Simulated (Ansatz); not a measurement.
# GaH₃ (triplet): from Hartree-Fock to the top rungs at distance Ga1–H3 = 2.142 Å, cc-pVDZ

One table from this session's results is given with a row withheld; the runs are named, their logs left out.

The runs use Ansatz 0.2.0, Gaussian basis; cc-pVDZ, core rule «outside noble gas», up to 14 orbitals frozen.

Plan: UHF; CCSD(T) on ROHF; CCSD(T) on UHF; BCCD(T) on ROHF; CISD; CCSDT(Q) on ROHF; CCSDT(Q) on UHF; CASSCF and MRCISD+Q, 4 electrons in 4 orbitals; CASSCF and NEVPT2, 4 electrons in 4 orbitals; CASSCF and MRCISD+Q, 6 electrons in 7 orbitals; CASSCF and NEVPT2, 6 electrons in 7 orbitals; Full CI.

21 further runs of the same task are left out: 16 that didn't finish, 5 set aside as unsound or not needed.

**What is computed**

The geometry derives from a PBE0/def2-TZVP stationary point (not a proven minimum). One bond is set to the value named and the two fragments are kept rigid. No spin-orbit coupling is included. The filled d shell of Ga may be among the frozen orbitals whatever the setting's name suggests; the logs give the count.

4 atoms, charge 0, spin multiplicity 3.

Atoms are counted from 1 here; the program's logs count them from 0.

Bond lengths: Ga1–H2 1.585 Å, Ga1–H4 1.955 Å. Angles: H2–Ga1–H4 100.5°.

Set-up of the first run:

The input, in.yaml:

```yaml
crystal:
  periodic: [false, false, false]
  atoms:
    - {symbol: Ga, position_ang: [-0.000536, 0.028054, -0.048202]}
    - {symbol: H, position_ang: [-0.000536, -1.477271, -0.543980]}
    - {symbol: H, position_ang: [0.443550, -0.243473, 2.029592]}
    - {symbol: H, position_ang: [-0.405954, -0.219830, 1.848674]}
basis:
  gaussian: {orbitals: cc-pVDZ}
magnetization: {spin_polarized: true, initial_magnetization: 2}
hamiltonian: {xc: hf}
output: {orbitals: {seedname: orbitals}}
```

Launch:

```bash
$ ansatz run in.yaml --threads 1 --pin off --events-out ev --progress --plain --max-ram 2393MiB
```

Steps of the session up to this table: UHF; CCSD(T) on ROHF; CCSD(T) on UHF; BCCD(T) on ROHF; CISD; CCSDT(Q) on ROHF; CCSDT(Q) on UHF; CASSCF and MRCISD+Q, 4 electrons in 4 orbitals; CASSCF and NEVPT2, 4 electrons in 4 orbitals; CASSCF and MRCISD+Q, 6 electrons in 7 orbitals; CASSCF and NEVPT2, 6 electrons in 7 orbitals; Full CI.

One of the session's tables, all rows but one given; the rest of the session is left out.

```
          method  from FCI (kJ/mol)
            ROHF             +246.3
             UHF             +240.9
            RMP2              +65.3
            UMP2              +63.0
           RCCSD               +5.5
           UCCSD               +4.1
        RCCSD(T)               +1.4
        UCCSD(T)               +0.1
         BCCD(T)               +1.4
          RCCSDT                0.0
          UCCSDT               -1.3
       RCCSDT(Q)               -0.1
       UCCSDT(Q)               -1.4
  CASSCF valence                  ?
  NEVPT2 valence              +44.5
  MRCISD valence               +5.4
MRCISD+Q valence               +1.3
             FCI                  0
```

Q: Estimate the row for CASSCF valence from the others.

As computed: from FCI (kJ/mol): +129.6. In the column «from FCI (kJ/mol)» it lies between RMP2 (+65.3) and UHF (+240.9).

Not comparable, so not listed: CISD (they don't share determinant, frozen orbitals or solution with the rows shown, or repeat one).

To keep in mind: Left out of the table: CASSCF pair, NEVPT2 pair, MRCISD pair, MRCISD+Q pair (the active space lost an orbital or holds another state than full CI finds). UCCSDT, UCCSDT(Q) fall below full CI: unrestricted runs freeze a spin-polarised core, another one than full CI's, and coupled cluster isn't variational. Levels on UHF freeze UHF's core orbitals, full CI those of ROHF, so the U rows can settle a little off it for that reason alone. Restricted and unrestricted rows rest on different reference determinants; where their highest levels disagree by more than a few hundredths of an eV, they describe different states and don't form one ladder. Warnings in the runs' records: passed over end.
